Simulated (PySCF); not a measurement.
# Dy(2+): excitation energy in cc-pVTZ-X2C

Each state of dysprosium is computed at each level; their differences give the excitation energy. How far do the methods differ?

The numbers are computed with PySCF 2.14.0 (unrestricted determinants in a Gaussian basis, no spin-orbit coupling in the energies), except any that are marked as measured or tabulated.

## (1) The atom as given

- Element: dysprosium (Z = 66)
- Basis: cc-pVTZ-X2C
- Hamiltonian: the spin-free X2C one-electron Hamiltonian (Gaussian nucleus)
- State 1: Dy(2+): [Xe] 4f9 5d1, one real determinant (an excited configuration)
- Needed too, but not shown: Dy(2+) [Xe] 4f10 (high-spin determinant)
- Methods: UHF, LDA, PBE, PBE0, r2SCAN, MP2
- Core shells frozen in the correlated runs: valence: [Kr] 4d10; valence and next inner shell: [Ar] 3d10 (for Dy(2+))

Outer shells as boxes (Hund's rule):

Dy2+ [Xe] 4f9 5d1
```
[Xe] core
4f [↑↓][↑↓][↑ ][↑ ][↑ ][↑ ][↑ ]
5d [↑ ][  ][  ][  ][  ]
```

The runs were made by one driver on top of PySCF. The scripts below sum up each run's settings (the driver also hands on starting orbitals that pick excited configurations, and frozen orbitals as a list rather than a count), and the logs come from the driver's own runs. The driver starts from symmetry-adapted Hartree-Fock orbitals, holds the occupation by maximum overlap and uses a logarithmic radial grid for functionals, so a plain start would take other cycles.

It was started by

```bash
$ OMP_NUM_THREADS=1 python atomrun2.py TASK.json OUT
```

The integrals over 145 functions and the set-up took 64 s of CPU time.

## (2) Dy(2+) [Xe] 4f9 5d1: the ladder of methods

#### UHF

Input file input.py:

```python
from pyscf import gto, scf, dft, mp, cc
import basis_set_exchange as bse
mol = gto.M(atom="Dy 0 0 0", charge=2, spin=6, symmetry="D2h",
            basis=gto.basis.parse(bse.get_basis("cc-pVTZ-X2C", elements=["Dy"], fmt="nwchem", header=False)),
            nucmod="G")
mf = scf.UHF(mol).sfx2c1e()
mf.irrep_nelec = {'Ag': (9, 9), 'B1g': (2, 2), 'B2g': (3, 2), 'B3g': (2, 2), 'Au': (1, 0), 'B1u': (6, 4), 'B2u': (6, 6), 'B3u': (6, 4)}
mf.kernel()
```

#### LDA

input.py, as changed from the run before:

```diff
@@ -5,3 +5,3 @@
             nucmod="G")
-mf = scf.UHF(mol).sfx2c1e()
+mf = dft.UKS(mol, xc="LDA,VWN").sfx2c1e()
 mf.irrep_nelec = {'Ag': (9, 9), 'B1g': (2, 2), 'B2g': (3, 2), 'B3g': (2, 2), 'Au': (1, 0), 'B1u': (6, 4), 'B2u': (6, 6), 'B3u': (6, 4)}
```

#### PBE

input.py, as changed from the run before:

```diff
@@ -5,3 +5,3 @@
             nucmod="G")
-mf = dft.UKS(mol, xc="LDA,VWN").sfx2c1e()
+mf = dft.UKS(mol, xc="PBE").sfx2c1e()
 mf.irrep_nelec = {'Ag': (9, 9), 'B1g': (2, 2), 'B2g': (3, 2), 'B3g': (2, 2), 'Au': (1, 0), 'B1u': (6, 4), 'B2u': (6, 6), 'B3u': (6, 4)}
```

#### PBE0

input.py, as changed from the run before:

```diff
@@ -5,3 +5,3 @@
             nucmod="G")
-mf = dft.UKS(mol, xc="PBE").sfx2c1e()
+mf = dft.UKS(mol, xc="PBE0").sfx2c1e()
 mf.irrep_nelec = {'Ag': (9, 9), 'B1g': (2, 2), 'B2g': (3, 2), 'B3g': (2, 2), 'Au': (1, 0), 'B1u': (6, 4), 'B2u': (6, 6), 'B3u': (6, 4)}
```

#### r2SCAN

input.py, as changed from the run before:

```diff
@@ -5,3 +5,3 @@
             nucmod="G")
-mf = dft.UKS(mol, xc="PBE0").sfx2c1e()
+mf = dft.UKS(mol, xc="R2SCAN").sfx2c1e()
 mf.irrep_nelec = {'Ag': (9, 9), 'B1g': (2, 2), 'B2g': (3, 2), 'B3g': (2, 2), 'Au': (1, 0), 'B1u': (6, 4), 'B2u': (6, 6), 'B3u': (6, 4)}
```

#### MP2 (valence)

input.py, as changed from the run before:

```diff
@@ -5,4 +5,5 @@
             nucmod="G")
-mf = dft.UKS(mol, xc="R2SCAN").sfx2c1e()
+mf = scf.UHF(mol).sfx2c1e()
 mf.irrep_nelec = {'Ag': (9, 9), 'B1g': (2, 2), 'B2g': (3, 2), 'B3g': (2, 2), 'Au': (1, 0), 'B1u': (6, 4), 'B2u': (6, 6), 'B3u': (6, 4)}
 mf.kernel()
+mp.UMP2(mf, frozen=23).kernel()
```

#### MP2 (valence and next inner shell)

input.py, as changed from the run before:

```diff
@@ -8,2 +8,2 @@
 mf.kernel()
-mp.UMP2(mf, frozen=23).kernel()
+mp.UMP2(mf, frozen=14).kernel()
```

Q: Predict the outcome of this session.

**Answer**, as computed:

| quantity | value |
| --- | --- |
| excitation energy, Dy(2+) → [Xe] 4f9 5d1 | UHF -1.227, MP2 (valence and next inner shell) 2.879 eV |

The methods span 4.733 eV, from UHF (-1.227) to LDA (3.506). No reference value is at hand in this session. The basis is finite, and no extrapolation was made.
